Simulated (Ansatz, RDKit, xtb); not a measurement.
# C3H6F2O2: which of the isomers drawn lies lowest?

Which of a sample of isomers of C3H6F2O2 is the most stable in the gas at 298.15 K, and what are its properties? The sample is small against all isomers, and the most stable one of this formula need not be in it.

Plan: many cheap relaxations first (GFN2-xTB), then density-functional screening, relaxation at PBE0-D3(BJ)/def2-SVP, vibrations (at GFN2-xTB) and a final energy. The numbers are computed, not measured.

### Step 1. Candidates

Isomers were taken from a list of plausible structures; this is a sample, not all of them. That gives 4 candidates.

| label | SMILES | spin |
| --- | --- | --- |
| c159 | OCCOC(F)F | singlet |
| c236 | CO[C@H](F)OCF | singlet |
| c459 | COCOC(F)F | singlet |
| c499 | OC[C@H](O)C(F)F | singlet |

Candidates are built by distance geometry, with a force field where one applies, in up to four conformers (letters a to d).

**Question.** With final energies at CCSD(T)/def2-SVP + MP2/def2-TZVPP - MP2/def2-SVP, which structure will this search put lowest in free energy, and by what margin?

| quantity | value |
| --- | --- |
| lowest structure found | OC[C@H](O)C(F)F, singlet |
| next finalist | OCCOC(F)F, singlet, 1.8 kcal/mol higher in G |
| share at equilibrium, among the finalists | 95.2 % |

The search ends on `OC[C@H](O)C(F)F`. The margin, 1.8 kcal/mol, is modest. r2SCAN-D4/def2-SVP, PBE0-D3(BJ)/def2-SVP and MP2/def2-SVP already put its bonding pattern lowest among the structures in one piece; GFN2-xTB and HF/STO-3G favour the singlet COCOC(F)F; HF/def2-SVP favours the singlet OCCOC(F)F. 6 minima inside the window were never screened. Lowest found is not proven lowest: the search is finite, and each finalist counts with one conformer. Only 4 drawn patterns were tried, so whole families of isomers are missing, and the result ranks this sample alone.
